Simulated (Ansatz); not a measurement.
**MgBe2Te3: the cell at several levels of theory**

Cell and atoms of an ordered 6-atom cell of MgBe2Te3 on the zincblende lattice (P3m1) are relaxed in turn with PBE and r2SCAN. This is a trial cell built on a prototype, not taken from a measured structure, and it needn't be the compound's ground state.

The runs shown are made with Ansatz 0.2.0. PAW datasets, plane waves, zero pressure. Computed, not measured; no magnetism was allowed, and the structure may never have been made.

## Step 1: The cell

This is the cell as the run starts from it, not yet at rest; its lengths are not the crystal's.

It is trigonal, P3m1 (No. 156); a = 3.976 Å, c = 9.738 Å in the conventional setting, 22.21 Å³ an atom. Around Be lie 4 Te at 2.43 Å; around Mg lie 4 Te at 2.43 Å; around Te lie 4 Be at 2.43 Å; around Te lie 3 Be at 2.43 Å and 1 Mg at 2.43 Å.

Structure file:

```xyz
6
Lattice="3.9755 0.0000 0.0000 -1.9878 3.4429 0.0000 0.0000 0.0000 9.7380" Properties=species:S:1:pos:R:3 pbc="T T T"
Be    0.0000    0.0000    0.0000
Be    1.9878    1.1476    6.4920
Mg    0.0000    2.2953    3.2460
Te    1.9878    1.1476    8.9265
Te    0.0000    2.2953    5.6805
Te    0.0000    0.0000    2.4345
```

## Step 2: PBE: cell and atoms

input.yaml reads:

```yaml
crystal:
  lattice:
    - [3.9755218525, 0.0, 0.0]
    - [-1.9877609263, 3.4429029176, 0.0]
    - [0.0, 0.0, 9.738]
  atoms:
    - { symbol: Be, position: [0.0, 0.0, 0.0] }
    - { symbol: Be, position: [0.6666666667, 0.3333333333, 0.6666666667] }
    - { symbol: Mg, position: [0.3333333333, 0.6666666667, 0.3333333333] }
    - { symbol: Te, position: [0.6666666667, 0.3333333333, 0.9166666667] }
    - { symbol: Te, position: [0.3333333333, 0.6666666667, 0.5833333333] }
    - { symbol: Te, position: [0.0, 0.0, 0.25] }
kpoints:
  mp_grid: { grid: [6, 6, 4] }
hamiltonian:
  xc: pbe
scf:
  occupations: { method: fermi_dirac, width: 0.02 }
relax:
  f_tol: 0.005
  cell: {}
```

Started as:

```bash
> ansatz run input.yaml --threads 4 --pin off --max-ram 5529MiB --backend cpu --events-out ev --progress --plain --runs-dir out
```

The runs that follow: Relaxation with r2SCAN.

Q: Predict the outcome of this session. Wanted: for each run, a; c; volume; space group; SCF geometries.

As calculated:

| level | a (Å) | c (Å) | volume (Å³/atom) | space group | SCF geometries |
| --- | --- | --- | --- | --- | --- |
| PBE | 4.168 | 10.489 | 26.302 | P3m1 | 8 |
| r2SCAN | 4.162 | 10.445 | 26.110 | P3m1 | 5 |

What this shows: The first relaxation changed the volume by +18.4 % from the start. The volume runs from r2SCAN (least) to PBE (most), a spread of 0.7 %, or 0.2 % in length if all axes shared it alike. The meshes differ: PBE 6×6×4, r2SCAN 6×6×2.
